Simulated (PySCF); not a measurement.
# [Ce(H2O)2]3+: other functionals and bases at one geometry

How far do other levels of theory move the description of [Ce(H2O)2]3+, and what does each cost? The structure is generated, not taken from experiment.

The runs use PySCF 2.14.0; several levels, as the steps say, no spin–orbit coupling.

4 further runs of the same task are left out: 2 for a known fault of the program, 1 that didn't finish, 1 set aside as unsound or not needed.

## 1. The starting structure

7 atoms, charge 3, spin multiplicity 1.

Bond lengths: Ce1–O2 2.354 Å, Ce1–O5 2.352 Å, O2–H3 1.001 Å, O2–H4 1.002 Å, O5–H6 1.002 Å, O5–H7 1.001 Å. Angles: O2–Ce1–O5 110.2°, Ce1–O2–H3 129.2°, Ce1–O2–H4 127.9°, H3–O2–H4 102.8°, Ce1–O5–H6 128.0°, Ce1–O5–H7 129.2°, H6–O5–H7 102.8°.

Coordinates:

```
Ce    0.3220   -1.1232    0.0112
O    -0.0767    0.1859    1.9269
H     0.3567    1.0432    2.2096
H    -0.7011   -0.0076    2.6860
O     0.0266    0.1695   -1.9310
H     0.2136   -0.0920   -2.8796
H    -0.3290    1.1004   -2.0231
```

Formal oxidation states: Ce +3. Each metal's 1 4f electrons lie in its core potential, so multiplicities, spins and levels count the valence alone. An earlier session relaxed this geometry at TPSS, Ce lcecp-1-SVP with ECP47, O def2-SVP, H def2-SVP (singlet, point group C1).

At TPSS on the finer grid: E = -183.840832 Eh, HOMO -24.10 eV, LUMO -18.88 eV, Mulliken charge on Ce1 +2.25 e, largest force component 0.017 eV/Å. 

Levels to run: revPBE; M06-L; HF; TPSSh; TPSS, TZVP; PBE0, SVP. Hardware: 2 threads of Intel Xeon 6975P-C (Granite Rapids), shared host.

## 2. revPBE

Input file run.py (the lines that set the calculation):

```python
mol = gto.M(atom='''
Ce     0.32199    -1.12315     0.01115
O     -0.07671     0.18594     1.92695
H      0.35670     1.04315     2.20956
H     -0.70110    -0.00756     2.68596
O      0.02658     0.16954    -1.93098
H      0.21363    -0.09200    -2.87958
H     -0.32903     1.10039    -2.02306''',
    basis={'Ce': 'lcecp-1-SVP', 'O': 'def2-SVP', 'H': 'def2-SVP'},
    ecp={'Ce': 'lcecp-1-SVP'},
    charge=3, spin=0)
mf = dft.RKS(mol, xc='PBE_R,PBE')
mf.grids.atom_grid = (75, 302)  # f atoms: unpruned, at least (60, 302)
mf = mf.density_fit()  # fitting sets: Ce AutoAux, O def2-universal-JKFIT, H def2-universal-JKFIT
mf.conv_tol = 1e-08; mf.max_cycle = 55
mf.kernel(dm0)  # dm0: the density of the relaxed state
```

Run with:

```console
$ OMP_NUM_THREADS=2 python run.py
```

The program printed:

```text
init E= -183.810062806967
  HOMO = -0.877154872006156  LUMO = -0.701850330631704  gap/eV = 4.77028
cycle= 1 E= -183.810022158032  delta_E= 4.06e-05  |g|= 0.0455  |ddm|= 0.0875
  HOMO = -0.891772112890124  LUMO = -0.698376527308554  gap/eV = 5.26256
cycle= 2 E= -183.808369848689  delta_E= 0.00165  |g|= 0.102  |ddm|= 0.106
  HOMO = -0.881969181614374  LUMO = -0.700004392072857  gap/eV = 4.95151
cycle= 3 E= -183.810464078027  delta_E= -0.00209  |g|= 0.00191  |ddm|= 0.0683
  HOMO = -0.881797101948148  LUMO = -0.70039612039637  gap/eV = 4.93617
cycle= 4 E= -183.810465282444  delta_E= -1.2e-06  |g|= 0.000557  |ddm|= 0.00338
  HOMO = -0.881809211910304  LUMO = -0.700373020946203  gap/eV = 4.93713
cycle= 5 E= -183.810465336588  delta_E= -5.41e-08  |g|= 0.000252  |ddm|= 0.000531
  HOMO = -0.881804692256294  LUMO = -0.700353194248327  gap/eV = 4.93755
cycle= 6 E= -183.810465350081  delta_E= -1.35e-08  |g|= 2.68e-05  |ddm|= 0.000222
  HOMO = -0.881802739917017  LUMO = -0.700355076706576  gap/eV = 4.93744
cycle= 7 E= -183.810465350248  delta_E= -1.67e-10  |g|= 2.63e-06  |ddm|= 2.57e-05
  HOMO = -0.881803525862209  LUMO = -0.700354727221568  gap/eV = 4.93747
Extra cycle  E= -183.810465350242  delta_E= 5.74e-12  |g|= 5.57e-06  |ddm|= 6.34e-06
converged SCF energy = -183.810465350242
```

It took 3.4 s on 2 threads of Intel Xeon 6975P-C (Granite Rapids), shared host.

It gives: E = -183.810465 Eh, HOMO -24.00 eV, LUMO -19.06 eV, Mulliken charge on Ce1 +2.22 e, largest force component 0.129 eV/Å. 

## 3. M06-L

run.py (the lines that set the calculation): that of step 2 with these lines changed.

```diff
@@ -11,3 +11,3 @@
     charge=3, spin=0)
-mf = dft.RKS(mol, xc='PBE_R,PBE')
+mf = dft.RKS(mol, xc='M06L')
 mf.grids.atom_grid = (75, 302)  # f atoms: unpruned, at least (60, 302)
```

Run with:

```console
$ OMP_NUM_THREADS=2 python run.py
```

The program printed:

```text
init E= -183.806083788121
  HOMO = -0.900730828419441  LUMO = -0.678417796541743  gap/eV = 6.04945
cycle= 1 E= -183.809009216837  delta_E= -0.00293  |g|= 0.0352  |ddm|= 0.192
  HOMO = -0.886354779116619  LUMO = -0.68418567663339  gap/eV = 5.50130
cycle= 2 E= -183.808398286493  delta_E= 0.000611  |g|= 0.0668  |ddm|= 0.0873
  HOMO = -0.893594687461566  LUMO = -0.68207623946739  gap/eV = 5.75571
cycle= 3 E= -183.809345448112  delta_E= -0.000947  |g|= 0.00333  |ddm|= 0.047
  HOMO = -0.89361687842879  LUMO = -0.680992603314049  gap/eV = 5.78580
cycle= 4 E= -183.809349710891  delta_E= -4.26e-06  |g|= 0.000557  |ddm|= 0.00597
  HOMO = -0.89363813801701  LUMO = -0.681064600718247  gap/eV = 5.78442
cycle= 5 E= -183.809349758794  delta_E= -4.79e-08  |g|= 0.000357  |ddm|= 0.000633
  HOMO = -0.893635023210943  LUMO = -0.681077080435393  gap/eV = 5.78400
cycle= 6 E= -183.80934978311  delta_E= -2.43e-08  |g|= 9.67e-05  |ddm|= 0.000276
  HOMO = -0.893626590393462  LUMO = -0.681084155146215  gap/eV = 5.78357
cycle= 7 E= -183.809349785173  delta_E= -2.06e-09  |g|= 9.2e-06  |ddm|= 8.76e-05
  HOMO = -0.893625154126176  LUMO = -0.681084129332817  gap/eV = 5.78354
Extra cycle  E= -183.809349785171  delta_E= 2.61e-12  |g|= 1.05e-05  |ddm|= 1.69e-05
converged SCF energy = -183.809349785171
```

It took 4.5 s on 2 threads of Intel Xeon 6975P-C (Granite Rapids), shared host.

It gives: E = -183.809350 Eh, HOMO -24.32 eV, LUMO -18.53 eV, Mulliken charge on Ce1 +2.35 e, largest force component 0.485 eV/Å. 

## 4. HF

run.py (the lines that set the calculation): that of step 3 with these lines changed.

```diff
@@ -11,4 +11,3 @@
     charge=3, spin=0)
-mf = dft.RKS(mol, xc='M06L')
-mf.grids.atom_grid = (75, 302)  # f atoms: unpruned, at least (60, 302)
+mf = scf.RHF(mol)
 mf = mf.density_fit()  # fitting sets: Ce AutoAux, O def2-universal-JKFIT, H def2-universal-JKFIT
```

Run with:

```console
$ OMP_NUM_THREADS=2 python run.py
```

The program printed:

```text
init E= -182.663690990333
  HOMO = -1.12336453690202  LUMO = -0.520288906797618  gap/eV = 16.41052
cycle= 1 E= -182.687853647308  delta_E= -0.0242  |g|= 0.0535  |ddm|= 0.391
  HOMO = -1.11395462443035  LUMO = -0.535838556923848  gap/eV = 15.73134
cycle= 2 E= -182.688936079039  delta_E= -0.00108  |g|= 0.0134  |ddm|= 0.0766
  HOMO = -1.11777340720473  LUMO = -0.536388302891124  gap/eV = 15.82029
cycle= 3 E= -182.689042482801  delta_E= -0.000106  |g|= 0.00864  |ddm|= 0.0227
  HOMO = -1.11593490846219  LUMO = -0.536756838286456  gap/eV = 15.76024
cycle= 4 E= -182.689062659231  delta_E= -2.02e-05  |g|= 0.00142  |ddm|= 0.00863
  HOMO = -1.11623262252212  LUMO = -0.536930387154562  gap/eV = 15.76362
cycle= 5 E= -182.689064441822  delta_E= -1.78e-06  |g|= 0.000325  |ddm|= 0.00317
  HOMO = -1.11630641421567  LUMO = -0.536904455463517  gap/eV = 15.76633
cycle= 6 E= -182.689064521683  delta_E= -7.99e-08  |g|= 7.23e-05  |ddm|= 0.000641
  HOMO = -1.11632260574264  LUMO = -0.536905211037998  gap/eV = 15.76675
cycle= 7 E= -182.689064524719  delta_E= -3.04e-09  |g|= 1.05e-05  |ddm|= 0.000122
  HOMO = -1.11632208072504  LUMO = -0.536904985095839  gap/eV = 15.76674
Extra cycle  E= -182.68906452477  delta_E= -5.04e-11  |g|= 4.18e-06  |ddm|= 1.21e-05
converged SCF energy = -182.68906452477
```

Run time: 1.1 s. Hardware: 2 threads of Intel Xeon 6975P-C (Granite Rapids), shared host.

Result: E = -182.689065 Eh, HOMO -30.38 eV, LUMO -14.61 eV, Mulliken charge on Ce1 +2.52 e, largest force component 1.656 eV/Å. 

## 5. TPSSh

run.py (the lines that set the calculation): that of step 4 with these lines changed.

```diff
@@ -11,3 +11,4 @@
     charge=3, spin=0)
-mf = scf.RHF(mol)
+mf = dft.RKS(mol, xc='TPSSH')
+mf.grids.atom_grid = (75, 302)  # f atoms: unpruned, at least (60, 302)
 mf = mf.density_fit()  # fitting sets: Ce AutoAux, O def2-universal-JKFIT, H def2-universal-JKFIT
```

Run with:

```console
$ OMP_NUM_THREADS=2 python run.py
```

The program printed:

```text
init E= -183.818129473735
  HOMO = -0.914037150189462  LUMO = -0.679002538392669  gap/eV = 6.39562
cycle= 1 E= -183.818390561747  delta_E= -0.000261  |g|= 0.0192  |ddm|= 0.0702
  HOMO = -0.907122619602328  LUMO = -0.682902770698291  gap/eV = 6.10133
cycle= 2 E= -183.818221971142  delta_E= 0.000169  |g|= 0.0357  |ddm|= 0.0463
  HOMO = -0.911073360264654  LUMO = -0.681862304144336  gap/eV = 6.23715
cycle= 3 E= -183.818484701837  delta_E= -0.000263  |g|= 0.0016  |ddm|= 0.0243
  HOMO = -0.911083740832215  LUMO = -0.681325058217641  gap/eV = 6.25205
cycle= 4 E= -183.818485682298  delta_E= -9.8e-07  |g|= 0.000164  |ddm|= 0.00289
  HOMO = -0.911089709836218  LUMO = -0.681322187013811  gap/eV = 6.25229
cycle= 5 E= -183.818485683842  delta_E= -1.54e-09  |g|= 0.00013  |ddm|= 0.000172
  HOMO = -0.911090882867899  LUMO = -0.681325239586909  gap/eV = 6.25224
cycle= 6 E= -183.818485686928  delta_E= -3.09e-09  |g|= 3.36e-05  |ddm|= 9.95e-05
  HOMO = -0.911085365305003  LUMO = -0.681328681169683  gap/eV = 6.25200
Extra cycle  E= -183.818485686477  delta_E= 4.51e-10  |g|= 5.93e-05  |ddm|= 6.44e-05
converged SCF energy = -183.818485686477
```

Run time: 4.1 s. Hardware: 2 threads of Intel Xeon 6975P-C (Granite Rapids), shared host.

Read off: E = -183.818486 Eh, HOMO -24.79 eV, LUMO -18.54 eV, Mulliken charge on Ce1 +2.29 e, largest force component 0.187 eV/Å. 

## 6. TPSS, TZVP

Basis: Ce lcecp-1-TZVP with ECP47, O def2-TZVP, H def2-TZVP. 

Input file run.py (the lines that set the calculation):

```python
mol = gto.M(atom='''
Ce     0.32199    -1.12315     0.01115
O     -0.07671     0.18594     1.92695
H      0.35670     1.04315     2.20956
H     -0.70110    -0.00756     2.68596
O      0.02658     0.16954    -1.93098
H      0.21363    -0.09200    -2.87958
H     -0.32903     1.10039    -2.02306''',
    basis={'Ce': 'lcecp-1-TZVP', 'O': 'def2-TZVP', 'H': 'def2-TZVP'},
    ecp={'Ce': 'lcecp-1-TZVP'},
    charge=3, spin=0)
mf = dft.RKS(mol, xc='TPSS')
mf.grids.atom_grid = (75, 302)  # f atoms: unpruned, at least (60, 302)
mf = mf.density_fit()  # fitting sets: Ce AutoAux, O def2-universal-JKFIT, H def2-universal-JKFIT
mf.conv_tol = 1e-08; mf.max_cycle = 55
mf.kernel(dm0)  # dm0: free metal ions and neutral atoms
```

Run with:

```console
$ OMP_NUM_THREADS=2 python run.py
```

The program printed:

```text
init E= -174.761471926128
  HOMO = -1.47357150045815  LUMO = -0.740709972636886  gap/eV = 19.94218
cycle= 1 E= -181.415115796623  delta_E= -6.65  |g|= 4.22  |ddm|= 2.12
  HOMO = -0.659963433437521  LUMO = -0.653358887206243  gap/eV = 0.17972
cycle= 2 E= -164.416778252297  delta_E=   17  |g|= 6.34  |ddm|= 4.37
  HOMO = -0.991089529067048  LUMO = -0.697054087813543  gap/eV = 8.00111
cycle= 3 E= -183.359115618822  delta_E= -18.9  |g|= 1.48  |ddm|= 4.57
  HOMO = -0.926138593165734  LUMO = -0.706586566583497  gap/eV = 5.97431
cycle= 4 E= -183.986442171993  delta_E= -0.627  |g|= 0.437  |ddm|= 2.42
  HOMO = -0.874905624356339  LUMO = -0.697169794395406  gap/eV = 4.83644
cycle= 5 E= -184.017102930081  delta_E= -0.0307  |g|=  0.2  |ddm|= 0.535
  HOMO = -0.880380237946149  LUMO = -0.688182908693947  gap/eV = 5.22996
cycle= 6 E= -184.025853630005  delta_E= -0.00875  |g|= 0.0517  |ddm|= 0.196
  HOMO = -0.884224175392432  LUMO = -0.69132599104937  gap/eV = 5.24903
cycle= 7 E= -184.026247763197  delta_E= -0.000394  |g|= 0.028  |ddm|= 0.04
  HOMO = -0.886644615244352  LUMO = -0.691939149448979  gap/eV = 5.29821
cycle= 8 E= -184.026384989771  delta_E= -0.000137  |g|= 0.00407  |ddm|= 0.0152
  HOMO = -0.886743136936017  LUMO = -0.691657819248136  gap/eV = 5.30854
cycle= 9 E= -184.026388316072  delta_E= -3.33e-06  |g|= 0.000427  |ddm|= 0.00252
  HOMO = -0.886700986912855  LUMO = -0.691647057567121  gap/eV = 5.30769
cycle= 10 E= -184.026388354435  delta_E= -3.84e-08  |g|= 5.67e-05  |ddm|= 0.000433
  HOMO = -0.886703077890735  LUMO = -0.691653671149108  gap/eV = 5.30756
cycle= 11 E= -184.026388355025  delta_E= -5.9e-10  |g|= 1.47e-05  |ddm|= 4.76e-05
  HOMO = -0.886706253228405  LUMO = -0.691653480642995  gap/eV = 5.30766
Extra cycle  E= -184.02638835497  delta_E= 5.45e-11  |g|= 2.29e-05  |ddm|= 2.25e-05
converged SCF energy = -184.02638835497
```

Wall time 12 s (2 threads of Intel Xeon 6975P-C (Granite Rapids), shared host).

It gives: E = -184.026388 Eh, HOMO -24.13 eV, LUMO -18.82 eV, Mulliken charge on Ce1 +2.41 e, largest force component 0.293 eV/Å. 

## 7. PBE0, SVP

Basis: Ce def2-SVP with ECP28, O def2-SVP, H def2-SVP. The 4f electrons are now in the valence.

Input file run.py (the lines that set the calculation):

```python
mol = gto.M(atom='''
Ce     0.32199    -1.12315     0.01115
O     -0.07671     0.18594     1.92695
H      0.35670     1.04315     2.20956
H     -0.70110    -0.00756     2.68596
O      0.02658     0.16954    -1.93098
H      0.21363    -0.09200    -2.87958
H     -0.32903     1.10039    -2.02306''',
    basis={'Ce': 'def2-SVP', 'O': 'def2-SVP', 'H': 'def2-SVP'},
    ecp={'Ce': 'def2-SVP'},
    charge=3, spin=1)
mf = dft.UKS(mol, xc='PBE0')
mf.grids.atom_grid = (75, 302)  # f atoms: unpruned, at least (60, 302)
mf = mf.density_fit()  # fitting sets: Ce def2-universal-JKFIT, O def2-universal-JKFIT, H def2-universal-JKFIT
mf.conv_tol = 1e-08; mf.max_cycle = 55
mf.kernel(dm0)  # dm0: free metal ions and neutral atoms
```

Run with:

```console
$ OMP_NUM_THREADS=2 python run.py
```

The program printed:

```text
init E= -625.992773054198
  HOMO = -0.990852522091  LUMO = -0.934248179446  gap/eV = 1.54028
cycle= 1 E= -626.221865811842  delta_E= -0.229  |g|= 0.709  |ddm|= 1.65
  HOMO = -0.802856606143  LUMO = -0.628420409994  gap/eV = 4.74665
cycle= 2 E= -626.142915291723  delta_E= 0.079  |g|= 0.872  |ddm|= 0.959
  HOMO = -0.902049350037  LUMO = -0.675262156996  gap/eV = 6.17119
cycle= 3 E= -626.407730918478  delta_E= -0.265  |g|= 0.162  |ddm|= 0.555
  HOMO = -0.951227738063  LUMO = -0.73319406004  gap/eV = 5.93300
cycle= 4 E= -626.418399417617  delta_E= -0.0107  |g|= 0.0264  |ddm|= 0.146
  HOMO = -0.950477435032  LUMO = -0.726849766018  gap/eV = 6.08522
cycle= 5 E= -626.418644176264  delta_E= -0.000245  |g|= 0.00794  |ddm|= 0.0246
  HOMO = -0.950558566729  LUMO = -0.726732514402  gap/eV = 6.09062
cycle= 6 E= -626.418815811195  delta_E= -0.000172  |g|= 0.00655  |ddm|= 0.018
  HOMO = -0.950810804071  LUMO = -0.725899585025  gap/eV = 6.12015
cycle= 7 E= -626.418945976882  delta_E= -0.00013  |g|= 0.00603  |ddm|= 0.0144
  HOMO = -0.951193457912  LUMO = -0.723347892278  gap/eV = 6.19999
cycle= 8 E= -626.419402738719  delta_E= -0.000457  |g|= 0.00524  |ddm|= 0.0574
  HOMO = -0.951225484601  LUMO = -0.720392198055  gap/eV = 6.28129
cycle= 9 E= -626.419893274892  delta_E= -0.000491  |g|= 0.00406  |ddm|= 0.0931
  HOMO = -0.95119555588  LUMO = -0.719751910413  gap/eV = 6.29790
cycle= 10 E= -626.420013545811  delta_E= -0.00012  |g|= 0.00224  |ddm|= 0.0484
  HOMO = -0.951043947115  LUMO = -0.718893904282  gap/eV = 6.31712
...
cycle= 41 E= -626.420115564797  delta_E= -3.59e-08  |g|= 3.56e-05  |ddm|= 0.000521
  HOMO = -0.95082822513  LUMO = -0.719155446573  gap/eV = 6.30414
cycle= 42 E= -626.420115614607  delta_E= -4.98e-08  |g|= 3.53e-05  |ddm|= 0.00073
  HOMO = -0.950827201562  LUMO = -0.719155068421  gap/eV = 6.30412
cycle= 43 E= -626.420115650846  delta_E= -3.62e-08  |g|= 3.51e-05  |ddm|= 0.000586
  HOMO = -0.950827433157  LUMO = -0.719155038426  gap/eV = 6.30413
cycle= 44 E= -626.420115668671  delta_E= -1.78e-08  |g|= 3.5e-05  |ddm|= 0.00027
  HOMO = -0.950826624223  LUMO = -0.71915499054  gap/eV = 6.30411
cycle= 45 E= -626.420115698936  delta_E= -3.03e-08  |g|= 3.49e-05  |ddm|= 0.000483
  HOMO = -0.950818191152  LUMO = -0.71915223693  gap/eV = 6.30395
cycle= 46 E= -626.42011610225  delta_E= -4.03e-07  |g|= 3.58e-05  |ddm|= 0.00714
  HOMO = -0.950818614034  LUMO = -0.719151764358  gap/eV = 6.30398
cycle= 47 E= -626.420116057441  delta_E= 4.48e-08  |g|= 3.39e-05  |ddm|= 0.000761
  HOMO = -0.950815032481  LUMO = -0.719151640721  gap/eV = 6.30388
cycle= 48 E= -626.420116189239  delta_E= -1.32e-07  |g|= 3.39e-05  |ddm|= 0.0026
  HOMO = -0.950812795653  LUMO = -0.719151286658  gap/eV = 6.30383
cycle= 49 E= -626.420116295739  delta_E= -1.07e-07  |g|= 3.38e-05  |ddm|= 0.00212
  HOMO = -0.950812803759  LUMO = -0.719150938365  gap/eV = 6.30384
cycle= 50 E= -626.420116303265  delta_E= -7.53e-09  |g|= 3.33e-05  |ddm|= 0.000163
  HOMO = -0.950813086232  LUMO = -0.71915113928  gap/eV = 6.30384
Extra cycle  E= -626.420116311212  delta_E= -7.95e-09  |g|= 3.33e-05  |ddm|= 0.000122
converged SCF energy = -626.420116311212  <S^2> = 0.75094111  2S+1 = 2.0009409
```

Run time: 26 s. Hardware: 2 threads of Intel Xeon 6975P-C (Granite Rapids), shared host.

Result: E = -626.420116 Eh, HOMO -25.87 eV, LUMO -20.30 eV (over both spins), ⟨S²⟩ = 0.751, Mulliken charge on Ce1 +2.29 e, largest force component 0.796 eV/Å. 

## 8. Results

| level | state | HOMO (eV) | gap (eV) | charge on Ce1 (e) | dipole (D) | largest force (eV/Å) | basis functions | time |
| --- | --- | --- | --- | --- | --- | --- | --- | --- |
| TPSS (relaxed here) | singlet | -24.10 | 5.22 | 2.25 | 2.71 | 0.02 | 81 | 15 s |
| revPBE | singlet | -24.00 | 4.94 | 2.22 | 2.78 | 0.13 | 81 | 3.4 s |
| M06-L | singlet | -24.32 | 5.78 | 2.35 | 2.40 | 0.49 | 81 | 4.5 s |
| HF | singlet | -30.38 | 15.77 | 2.52 | 1.86 | 1.66 | 81 | 1.1 s |
| TPSSh | singlet | -24.79 | 6.25 | 2.29 | 2.58 | 0.19 | 81 | 4.1 s |
| TPSS, TZVP | singlet | -24.13 | 5.31 | 2.41 | 2.71 | 0.29 | 133 | 12 s |
| PBE0, SVP | doublet | -25.87 | 5.58 | 2.29 | 2.77 | 0.80 | 126 | 26 s |

Times are on 2 threads of Intel Xeon 6975P-C (Granite Rapids), shared host; the first row also made further properties. The dipole of a charged species depends on the origin, so these sizes hold for this origin alone.

In one basis the HOMO–LUMO gap runs from 4.94 eV (revPBE) to 15.77 eV (HF). The largest leftover force, 1.66 eV/Å with HF, stands at a geometry relaxed at another level. The Mulliken charge on Ce spans +2.22 to +2.52 e over the levels. With 4f in the core, its levels are missing from HOMO and gap. Total energies of different levels can't be compared. Spin–orbit coupling is left out throughout.
